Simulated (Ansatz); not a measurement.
**ClH₃NNbOS: small, medium and large basis sets**

One table from this session's results is given with a row withheld; the runs are named, their logs left out.

Method: one geometry, several basis sets; program: Ansatz 0.2.0, Gaussian basis.

The runs, in order: PBE0-D4/def2-SVP; ωB97M-V/def2-SVP; PBE0-D4/def2-QZVPP; ωB97M-V/def2-QZVPP; the functionals' def2-TZVPP values are taken from earlier runs.

## Structure used throughout

The geometry comes from an earlier relaxation with PBE0-D4 in a triple-zeta def2 set; it is a stationary point, not always the lowest conformer. Nb takes the def2 core potential; no spin-orbit term is included.

SMILES `[NH2][Nb]([OH])(=[S])[Cl]`, 8 atoms, charge 0, spin multiplicity 1.

Atoms are counted from 1 here; the program's logs count them from 0.

Bond lengths: N1–Nb2 1.944 Å, N1–H6 1.012 Å, N1–H7 1.009 Å, Nb2–O3 1.879 Å, Nb2–S4 2.136 Å, Nb2–Cl5 2.302 Å, O3–H8 0.959 Å. Angles: Nb2–N1–H6 122.5°, Nb2–N1–H7 126.4°, H6–N1–H7 111.0°, N1–Nb2–O3 109.2°, N1–Nb2–S4 106.0°, N1–Nb2–Cl5 109.8°, O3–Nb2–S4 111.9°, O3–Nb2–Cl5 109.1°, S4–Nb2–Cl5 110.8°, Nb2–O3–H8 131.5°.

Set-up of the first run:

in.yaml

```yaml
crystal:
  periodic: [false, false, false]
  atoms:
    - {symbol: N, position_ang: [-0.583921, 1.309138, 0.351689]}
    - {symbol: Nb, position_ang: [0.173048, -0.301461, -0.431552]}
    - {symbol: O, position_ang: [0.981320, -1.326141, 0.920100]}
    - {symbol: S, position_ang: [-1.458778, -1.334299, -1.344703]}
    - {symbol: Cl, position_ang: [1.760729, 0.265488, -1.999330]}
    - {symbol: H, position_ang: [-0.066019, 1.899078, 0.990447]}
    - {symbol: H, position_ang: [-1.525803, 1.649243, 0.228723]}
    - {symbol: H, position_ang: [0.811623, -2.218246, 1.228725]}
basis:
  gaussian: {orbitals: def2-SVP}
hamiltonian: {xc: pbe0, dispersion: d4}
output: {orbitals: {seedname: orbitals}}
```

Started as:

```console
$ ansatz run in.yaml --threads 4 --pin off --events-out ev --progress --plain --max-ram 10444MiB
```

Among the steps run: PBE0-D4 in def2-SVP; ωB97M-V in def2-SVP; PBE0-D4 in def2-QZVPP; ωB97M-V in def2-QZVPP.

One table of the session follows, with a row left open; its other results are not shown here.

It belongs to the step «Functionals by basis». 

| functional | basis | HOMO (eV) | LUMO (eV) |
| --- | --- | --- | --- |
| PBE0-D4 | def2-SVP | ? | ? |
| PBE0-D4 | def2-TZVPP | -7.78 | -2.15 |
| PBE0-D4 | def2-QZVPP | -7.80 | -2.17 |
| ωB97M-V | def2-SVP | -9.79 | 0.09 |
| ωB97M-V | def2-TZVPP | -9.87 | -0.08 |
| ωB97M-V | def2-QZVPP | -9.90 | -0.13 |

Estimate the missing values for PBE0-D4, def2-SVP.

**Answer.** HOMO (eV): -7.74; LUMO (eV): -2.03. In the column «HOMO (eV)» it is the highest.
